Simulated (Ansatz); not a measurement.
# ZrC+ (doublet): wave-function methods side by side, def2-TZVPP

One table from this session's results is given with a row withheld; the runs are named, their logs left out.

Program: Ansatz 0.2.0, Gaussian basis. Level of theory: def2-TZVPP, core rule «outside noble gas», up to 5 orbitals frozen. These are calculated values, not measurements.

To be run: UHF; ROHF; CCSD(T) on UHF.

2 further runs of the same task are left out: 2 set aside as unsound or not needed.

## What is computed

The geometry is a PBE0/def2-TZVP stationary point (not a proven minimum) of the parent state, kept for this charge and spin. No spin-orbit coupling is included. Elements past krypton take def2 core potentials.

2 atoms, charge 1, spin multiplicity 2.

Atoms are counted from 1 here; the program's logs count them from 0.

Bond lengths: Zr1–C2 1.711 Å.

As a file:

```xyz
2

Zr    0.0000    0.0000    0.0000
C     0.0000    0.0000    1.7112
```

Set-up of the first run:

in.yaml reads:

```yaml
crystal:
  periodic: [false, false, false]
  atoms:
    - {symbol: Zr, position_ang: [0.000000, 0.000000, 0.000000]}
    - {symbol: C, position_ang: [0.000000, 0.000000, 1.711236]}
basis:
  gaussian: {orbitals: def2-TZVPP}
total_charge: 1
magnetization: {spin_polarized: true, initial_magnetization: 1}
hamiltonian: {xc: hf}
output: {orbitals: {seedname: orbitals}}
```

On the command line:

```
$ ansatz run in.yaml --threads 1 --pin off --events-out ev --progress --plain --max-ram 4096MiB --backend cpu
```

Steps of the session up to this table: UHF; ROHF; CCSD(T) on UHF.

One table of the session follows, with a row left open; its other results are not shown here.

It belongs to the step «Misses and costs». 

```
  method  from UCCSD(T) (meV)
    ROHF              +6680.2
     UHF              +6377.8
    UMP2               +842.6
   UCCSD                    ?
UCCSD(T)                    0
```

**Question.** Estimate the row for UCCSD.

The run gave: from UCCSD(T) (meV): +400.5. In the column «from UCCSD(T) (meV)» it lies between UCCSD(T) (0) and UMP2 (+842.6).
